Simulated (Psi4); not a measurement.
# SiH2OF2 (SMILES O[SiH](F)F) at wB97M-V/6-311+G(d,p)

Aim: the vertical electron affinity of SiH2OF2 at wB97M-V/6-311+G**, from 2 runs. 

Program for the calculation: Psi4 1.11.

2 further runs of the same task are left out: 2 set aside as unsound or not needed.

**1. The system as given**

SiH2OF2 has 6 atoms, charge 0, and is taken as a singlet. As SMILES, `O[SiH](F)F`. The shape is that of a PBE0-D4/def2-TZVP optimisation. This is one conformer, not always the lowest.

Bond lengths: O1–Si2 1.614 Å, Si2–F3 1.584 Å, Si2–F4 1.584 Å, O1–H5 0.958 Å, Si2–H6 1.463 Å. Angles: O1–Si2–F3 111.2°, O1–Si2–F4 111.2°, F3–Si2–F4 105.5°, O1–Si2–H6 108.6°, F3–Si2–H6 110.2°, F4–Si2–H6 110.2°, Si2–O1–H5 120.9°.

**2. A single-point energy at wB97M-V/6-311+G(d,p)**

File input.json:

```json
{
 "schema_name": "qcschema_input",
 "schema_version": 1,
 "molecule": {
  "schema_name": "qcschema_molecule",
  "schema_version": 2,
  "symbols": ["O", "Si", "F", "F", "H", "H"],
  "geometry": [0.05234541, 2.15031936, -1.05144362, 0.22941275, -0.44635331, 0.53894989, 1.38290158, -2.65525418, -1.11947376, -2.48593472, -1.39783041, 1.36457123, -0.90215525, 2.23554601, -2.58797993, 1.8029877, -0.00718096, 2.7682598],
  "molecular_charge": 0,
  "molecular_multiplicity": 1,
  "fix_symmetry": "c1",
  "fix_com": true,
  "fix_orientation": true
 },
 "driver": "energy",
 "model": {
  "method": "wb97m-v",
  "basis": "6-311+G**"
 },
 "keywords": {
  "puream": true,
  "e_convergence": 1e-09,
  "d_convergence": 1e-08,
  "scf_type": "pk",
  "dft_radial_points": 99,
  "dft_spherical_points": 590
 }
}
```

The run is started by

```sh
$ psi4 --qcschema input.json -n 1 --memory 1600MB
```

stdout, cut to the lines that bear on the results:

```text
[...]
  Running in c1 symmetry.
[...]
  Nuclear repulsion =  188.413949584393976
[...]
  Multiplicity = 1
[...]
  Nalpha       = 21
  Nbeta        = 21
[...]
    Number of basis functions: 108
[...]
   @RKS iter   1:  -565.60029018557907   -5.58467e-01   7.15467e-03 ADIIS/DIIS
[...]
   @RKS iter  11:  -565.78855060269041   -2.84217e-12   2.72001e-09 DIIS
[...]
    Orbital Energies [Eh]
    ---------------------
    Doubly Occupied:
       1A    -66.497423     2A    -24.915722     3A    -24.915691
       4A    -19.369612     5A     -5.530780     6A     -3.846723
       7A     -3.845964     8A     -3.843026     9A     -1.359998
      10A     -1.339328    11A     -1.175821    12A     -0.729197
      13A     -0.659740    14A     -0.625715    15A     -0.607440
      16A     -0.587337    17A     -0.564581    18A     -0.547286
      19A     -0.506199    20A     -0.489919    21A     -0.478695
[...]
  @RKS Final Energy:  -565.78855060269041
   => Energetics <=
    Nuclear Repulsion Energy =            188.4139495843939756
    One-Electron Energy =               -1159.5800448631737254
    Two-Electron Energy =                 443.4785791640236425
    DFT Exchange-Correlation Energy =     -38.2751207110712741
    Empirical Dispersion Energy =           0.0000000000000000
    VV10 Nonlocal Energy =                  0.1740862231369509
    Total Energy =                       -565.7885506026905205
[...]
 Multipole Moments:
 ------------------------------------------------------------------------------------
     Multipole            Electronic (a.u.)      Nuclear  (a.u.)        Total (a.u.)
 ------------------------------------------------------------------------------------
 L = 1.  Multiply by 2.5417464519 to convert [e a0] to [Debye]
 Dipole X            :          5.3502990           -5.3959240           -0.0456250
 Dipole Y            :         23.6770359          -23.2957877            0.3812482
 Dipole Z            :         -1.7866548            1.5199066           -0.2667482
 Magnitude           :                                                    0.4675323
[...]
```

The result, in JSON:

```text
{
 "driver": "energy",
 "model": {
  "method": "wb97m-v",
  "basis": "6-311+G**"
 },
 "success": true,
 "return_result": -565.7885506026904,
 "properties": {
  "calcinfo_nbasis": 108,
  "calcinfo_nmo": 108,
  "calcinfo_nalpha": 21,
  "calcinfo_nbeta": 21,
  "calcinfo_natom": 6,
  "nuclear_repulsion_energy": 188.41394958439398,
  "return_energy": -565.7885506026904,
  "scf_one_electron_energy": -1159.5800448631737,
  "scf_two_electron_energy": 443.47857916402364,
  "scf_vv10_energy": 0.17408622313695085,
  "scf_xc_energy": -38.275120711071274,
  "scf_dipole_moment": [-0.04562500202473796, 0.3812481736436162, -0.26674821909775526],
  "scf_total_energy": -565.7885506026904,
  "scf_iterations": 11
 }
}
```

Wall time 80 s (1 thread of Intel Xeon Platinum 8488C (Sapphire Rapids), shared host); peak memory 0.73 GiB.

**3. The doublet anion, same level**

File calc.py:

```python
import psi4

psi4.set_memory('1600 MB')
psi4.set_num_threads(1)
psi4.set_output_file('run.log', False)

mol = psi4.geometry("""
-1 2
O      0.05234541     2.15031936    -1.05144362
Si     0.22941275    -0.44635331     0.53894989
F      1.38290158    -2.65525418    -1.11947376
F     -2.48593472    -1.39783041     1.36457123
H     -0.90215525     2.23554601    -2.58797993
H      1.80298770    -0.00718096     2.76825980
units au
symmetry c1
no_reorient
no_com
""")

psi4.set_options({
    'basis': '6-311+G**',
    'reference': 'uks',
    'puream': True,
    'e_convergence': 1e-09,
    'd_convergence': 1e-08,
    'scf_type': 'pk',
    'dft_radial_points': 99,
    'dft_spherical_points': 590,
    'maxiter': 200,
})

E, wfn = psi4.energy('WB97M-V', return_wfn=True)
print(f'WB97M-V energy: {E:.10f} Eh')
for k, v in sorted(psi4.core.scalar_variables().items()):
    print(f'{k:45s} {v:18.10f}')
```

The run is started by

```sh
$ python calc.py
```

run.log, cut to the lines that bear on the results:

```text
[...]
  Running in c1 symmetry.
[...]
  Nuclear repulsion =  188.413949584393976
[...]
  Multiplicity = 2
[...]
  Nalpha       = 22
  Nbeta        = 21
[...]
    Number of basis functions: 108
[...]
   @UKS iter   1:  -565.44780627928776   -4.05983e-01   8.17659e-03 DIIS/ADIIS
[...]
   @UKS iter  18:  -565.74515654281322   -4.20641e-12   4.73339e-09 DIIS
[...]
   @S^2 Observed:                7.503122333E-01
[...]
    Orbital Energies [Eh]
    ---------------------
    Alpha Occupied:
       1A    -66.327423     2A    -24.753172     3A    -24.753158
       4A    -19.171143     5A     -5.360486     6A     -3.676540
       7A     -3.675531     8A     -3.672780     9A     -1.197906
      10A     -1.177712    11A     -0.978497    12A     -0.554024
      13A     -0.482723    14A     -0.464873    15A     -0.443999
      16A     -0.423255    17A     -0.402390    18A     -0.386578
      19A     -0.333877    20A     -0.317541    21A     -0.287176
      22A      0.049320
    Alpha Virtual:
      23A      0.156770    24A      0.167293    25A      0.168429
[...]
  @UKS Final Energy:  -565.74515654281322
   => Energetics <=
    Nuclear Repulsion Energy =            188.4139495843939756
    One-Electron Energy =               -1166.7432751818073484
    Two-Electron Energy =                 450.7191595014758718
    DFT Exchange-Correlation Energy =     -38.3108430232595154
    Empirical Dispersion Energy =           0.0000000000000000
    VV10 Nonlocal Energy =                  0.1758525763837006
    Total Energy =                       -565.7451565428133335
[...]
 Multipole Moments:
 ------------------------------------------------------------------------------------
     Multipole            Electronic (a.u.)      Nuclear  (a.u.)        Total (a.u.)
 ------------------------------------------------------------------------------------
 L = 1.  Multiply by 2.5417464519 to convert [e a0] to [Debye]
 Dipole X            :          6.3086427           -5.3959240            0.9127186
 Dipole Y            :         22.5129539          -23.2957877           -0.7828338
 Dipole Z            :          0.3476023            1.5199066            1.8675089
 Magnitude           :                                                    2.2211424
[...]
```

Standard output:

```text
WB97M-V energy: -565.7451565428 Eh
CURRENT ENERGY                                   -565.7451565428
CURRENT REFERENCE ENERGY                         -565.7451565428
DD SOLVATION ENERGY                                 0.0000000000
DFT FUNCTIONAL TOTAL ENERGY                      -565.7451565428
DFT TOTAL ENERGY                                 -565.7451565428
DFT VV10 ENERGY                                     0.1758525764
DFT XC ENERGY                                     -38.3108430233
GRID ELECTRONS ALPHA                               22.0000022246
GRID ELECTRONS BETA                                21.0000000272
GRID ELECTRONS TOTAL                               43.0000022517
NUCLEAR REPULSION ENERGY                          188.4139495844
ONE-ELECTRON ENERGY                             -1166.7432751818
PCM POLARIZATION ENERGY                             0.0000000000
PE ENERGY                                           0.0000000000
SCF ITERATION ENERGY                             -565.7451565428
SCF ITERATIONS                                     18.0000000000
SCF TOTAL ENERGY                                 -565.7451565428
TWO-ELECTRON ENERGY                               450.7191595015
XC GRID RADIAL POINTS                              99.0000000000
XC GRID SPHERICAL POINTS                          590.0000000000
XC GRID TOTAL POINTS                           338464.0000000000
```

Run time: 2.5 min. Hardware: 1 thread of Intel Xeon Platinum 8488C (Sapphire Rapids), shared host; peak memory 0.73 GiB.

**4. What came out**

At wB97M-V/6-311+G**:

```
                                         quantity          value
                    singlet SiH2OF2: total energy  -565.78855 Eh
                   singlet SiH2OF2: dipole moment         1.19 D
                     singlet SiH2OF2: HOMO energy      -13.03 eV
                     singlet SiH2OF2: LUMO energy        0.68 eV
                   singlet SiH2OF2: HOMO–LUMO gap       13.71 eV
                      doublet anion: total energy  -565.74516 Eh
doublet anion: HOMO energy (highest over α and β)        1.34 eV
 doublet anion: LUMO energy (lowest over α and β)        4.27 eV
                              doublet anion: ⟨S²⟩          0.750
vertical electron affinity (to the doublet anion)      -1.181 eV
```

**Reading.** The anion lies 1.18 eV (27 kcal/mol) above the neutral: the electron isn't bound at this level, and such a value depends on the basis. The HOMO (doublet anion) lies at positive energy, 1.34 eV; only total energies tell whether the electron is bound.
